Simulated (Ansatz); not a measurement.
# NH3 (ammonia) at MP2/6-31G

Aim: the electronic atomisation energy of NH3 (ammonia) at MP2/6-31G, from 3 runs. 

The results are computed with Ansatz 0.2.0.

68 further runs of the same task are left out: 68 set aside as unsound or not needed.

## Step 1: The molecule

The species is NH3 (4 atoms), meant as a singlet with charge 0. As SMILES, `N`. The coordinates come from a GFN2-xTB relaxation.

Bond lengths: N1–H2 1.013 Å, N1–H3 1.013 Å, N1–H4 1.013 Å. Angles: H2–N1–H3 107.7°, H2–N1–H4 107.7°, H3–N1–H4 107.7°.

## Step 2: A single-point energy at MP2/6-31G

The input, molecule.yaml:

```yaml
basis:
  gaussian: {orbitals: 6-31G}
crystal:
  periodic: [false, false, false]
  atoms:
    - {symbol: "N", position_ang: [-0.068160, 0.242830, 0.108060]}
    - {symbol: H, position_ang: [0.491930, -0.300470, 0.753380]}
    - {symbol: H, position_ang: [-0.891960, -0.300620, -0.118350]}
    - {symbol: H, position_ang: [0.468190, 0.358250, -0.743090]}
correlation: {method: mp2, frozen_orbitals: {H: 0, "N": 1}}
accuracy: high
```

Launch:

```console
$ ansatz run molecule.yaml --threads 1 --pin off --max-ram 2610MiB --events-out events.jsonl --progress --plain --runs-dir runs
```

The program printed:

```text
Warning: RAYON_NUM_THREADS=1 ignored (pool sized by the plan → 1); use --threads N
Functional definition: HF
  name "HF"
  exchange = exact_x
  correlation = 0
350 factors; integrals over basis functions are off by at most 3.7e-9 eV
mean field evaluation 1: about -1526.8555 eV, gradient 2.6e1 eV
mean field evaluation 2: about -1526.8526 eV, gradient 2.6e1 eV
mean field evaluation 4: about -1528.2371 eV, gradient 1.3e0 eV
mean field evaluation 8: about -1528.2427 eV, gradient 6.6e-4 eV
mean field -1528.24265305 eV, -56.1618816195 hartree, gradient 1.9e-8 eV, S^2 0.000000; 0 other end points of the search recorded, 0 dependent functions left out
1 core orbitals not correlated: weight in the atoms' cores, before any rotation towards them, 1.000 or more for the frozen orbitals, at most 0.000 for the correlated occupied ones
reference -1528.24265305 eV, -56.1618816195 hartree; 4, 4 occupied and 10, 10 virtual orbitals, 350 factors
second order -3.14951021 eV of doubles, -0.00000000 eV of singles
Total energy: -1531.39216326 eV, -56.2776239847 hartree
```

Wall time 0.06 s (1 thread of AMD EPYC 9R45 (Zen 5), shared host).

## Step 3: The H atom: a single-point energy at UHF/6-31G

The input, job.yaml:

```yaml
basis:
  gaussian:
    orbitals: 6-31G
crystal:
  periodic: [false, false, false]
  atoms:
    - {symbol: H, position_ang: [0.000000, 0.000000, 0.000000]}
hamiltonian:
  xc: hf
accuracy: high
magnetization:
  spin_polarized: true
  initial_magnetization: 1
```

Run the same way, it converges to -0.49823 Eh (log not shown).

## Step 4: The N atom, same level

The input, molecule.yaml:

```yaml
crystal:
  periodic: [false, false, false]
  atoms:
    - symbol: "N"
      position_ang: [0.000000, 0.000000, 0.000000]
basis:
  gaussian: {orbitals: 6-31G}
magnetization: {spin_polarized: true, initial_magnetization: 3}
correlation: {method: mp2, frozen_orbitals: {"N": 1}}
accuracy: high
```

Launch:

```console
$ ansatz run molecule.yaml --threads 1 --pin off --max-ram 2610MiB --events-out events.jsonl --progress --plain --runs-dir runs
```

The program printed:

```text
Warning: RAYON_NUM_THREADS=1 ignored (pool sized by the plan → 1); use --threads N
[... 4 set-up lines as earlier in the session ...]
46 factors; integrals over basis functions are off by at most 2.3e-8 eV
mean field evaluation 1: about -1479.8024 eV, gradient 3.9e0 eV
mean field evaluation 2: about -1479.8047 eV, gradient 3.9e0 eV
mean field evaluation 4: about -1479.8913 eV, gradient 1.2e-1 eV
mean field evaluation 8: about -1479.8915 eV, gradient 7.3e-6 eV
mean field -1479.89145031 eV, -54.3850076926 hartree, gradient 2.4e-8 eV, S^2 3.754594; 0 other end points of the search recorded, 0 dependent functions left out
1 core orbitals not correlated: weight in the atoms' cores, before any rotation towards them, 1.000 or more for the frozen orbitals, at most 0.000 for the correlated occupied ones
reference -1479.89145031 eV, -54.3850076926 hartree; 4, 1 occupied and 4, 7 virtual orbitals, 46 factors
second order -0.72847046 eV of doubles, -0.00000000 eV of singles
Total energy: -1480.61992077 eV, -54.4117784882 hartree
```

Wall time 0.04 s (1 thread of AMD EPYC 9R45 (Zen 5), shared host).

## Step 5: Results

At MP2/6-31G, 1 core orbital frozen:

```
                                            quantity         value
                              molecule: total energy  -56.27762 Eh
molecule: correlation energy (1 core orbital frozen)    -115.7 mEh
                                H atom: total energy   -0.49823 Eh
                                        H atom: ⟨S²⟩         0.750
                                N atom: total energy  -54.41178 Eh
  N atom: correlation energy (1 core orbital frozen)     -26.8 mEh
           N atom: ⟨S²⟩ of the reference determinant         3.755
                       electronic atomisation energy     10.099 eV
```

**Reading.** Taking the molecule apart into free atoms costs 10.10 eV (974 kJ/mol), before zero-point energy and without spin-orbit coupling. The basis has no polarisation functions, which makes bonds too weak.
